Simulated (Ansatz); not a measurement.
# Li3Mg3H: the cost of one run

Computed with Ansatz 0.2.0 (DFT PBEsol, scalar-relativistic, plane waves, PAW, unless a step's input says otherwise).

17 further runs of the same task are left out: 17 set aside as unsound or not needed.

### 1 The structure to begin with

Symmetry: P1, No. 1, triclinic system. Conventional cell: a = 5.724 Å, b = 6.025 Å, c = 22.811 Å, α = 90.00°, β = 90.00°, γ = 100.44°. Around Li (site symmetry 1) lie 3 Li at 2.93 to 3.01 Å and 3 Mg at 2.98 to 3.00 Å. Around Mg (site symmetry 1) lie 3 Li at 2.93 to 2.98 Å and 3 Mg at 3.01 Å. Li (site symmetry 1) is surrounded by 4 Mg at 2.92 to 2.99 Å and 4 Li at 2.93 to 3.01 Å. Mg (site symmetry 1) has 8 Li at 2.98 to 3.48 Å and 6 Mg at 3.01 to 3.46 Å as nearest neighbours. Only part of the 14 independent sites is listed.

Coordinates:

```xyz
14
Lattice="6.0253 0.0000 0.0000 -1.0369 5.6295 0.0000 0.0000 0.0000 22.8105" Properties=species:S:1:pos:R:3 pbc="T T T"
Li    0.0000    4.2082    4.0000
Li    3.0127    4.2082    4.0000
Mg    2.0248    1.3935    4.0000
Mg    5.0374    1.3935    4.0000
Li    1.0120    2.7967    6.3588
Li    4.0247    2.7967    6.3588
Mg   -1.0063    5.6077    6.4495
Mg    2.0063    5.6077    6.4495
Li    1.8714    1.4042    8.8105
Li    4.8841    1.4042    8.8105
Mg    0.1248    4.1129    8.8050
Mg    3.1375    4.1129    8.8050
H     4.9674    0.9523   10.2205
H     4.8009    1.8561   10.2205
```

This is the geometry of the first run shown, built on a cell relaxed beforehand with the same method.

### 2 What is varied

Atoms count from 1 in the order of the input.

H2 lies flat over one site of a rigid substrate while its bond length and height are varied.

The axes are (1) distance H13-H14: 8 values from 0.650 to 2.650 Å; (2) height of the H2 axis above the plane of Li9: 9 values from 0.45 to 3.60 Å.

Nothing else is relaxed. Points are written as (first, second).

### 3 Point (0.919 Å, 1.41 Å)

A dipole layer in the vacuum cancels the field that periodic copies would set up if the slab's two faces differ.

The input, input.yaml:

```yaml
crystal:
  lattice:
    - [6.0253439304, 0.0, 0.0]
    - [-1.0368797563, 5.629476509, 0.0]
    - [0.0, 0.0, 22.8105013686]
  atoms:
    - { symbol: Li, position: [0.1286395062, 0.7475285953, 0.1753578291] }
    - { symbol: Li, position: [0.6286395062, 0.7475285953, 0.1753578291] }
    - { symbol: Mg, position: [0.3786395062, 0.2475285953, 0.1753578291] }
    - { symbol: Mg, position: [0.8786395062, 0.2475285953, 0.1753578291] }
    - { symbol: Li, position: [0.2534479804, 0.4968013262, 0.278767002] }
    - { symbol: Li, position: [0.7534479804, 0.4968013262, 0.278767002] }
    - { symbol: Mg, position: [0.0044038362, 0.9961396828, 0.2827426523] }
    - { symbol: Mg, position: [0.5044038362, 0.9961396828, 0.2827426523] }
    - { symbol: Li, position: [0.3535206334, 0.2494386221, 0.3862475983] }
    - { symbol: Li, position: [0.8535206334, 0.2494386221, 0.3862475983] }
    - { symbol: Mg, position: [0.1464402521, 0.7305985905, 0.3860054452] }
    - { symbol: Mg, position: [0.6464402521, 0.7305985905, 0.3860054452] }
    - { symbol: H, position: [0.8535206334, 0.1691649793, 0.448061233] }
    - { symbol: H, position: [0.8535206334, 0.3297122648, 0.448061233] }
basis:
  ecutwfc: 420
kpoints:
  mp_grid: { grid: [5, 5, 1] }
hamiltonian:
  xc: pbesol
scf:
  occupations: { method: gaussian, width: 0.1 }
output:
  forces: true
  eigenvalues: true
efield:
  axis: 3
  dipole_correction: true
  ramp_width: 0.04
```

On the command line:

```bash
$ ansatz run input.yaml --threads 1 --pin off --max-ram 3072MiB --backend cpu --events-out ev --progress --plain --runs-dir out
```

Q: Estimate wall time and peak memory on 1 thread of Arm Neoverse V2, shared host.

About 36 s, with a peak of 0.86 GiB.
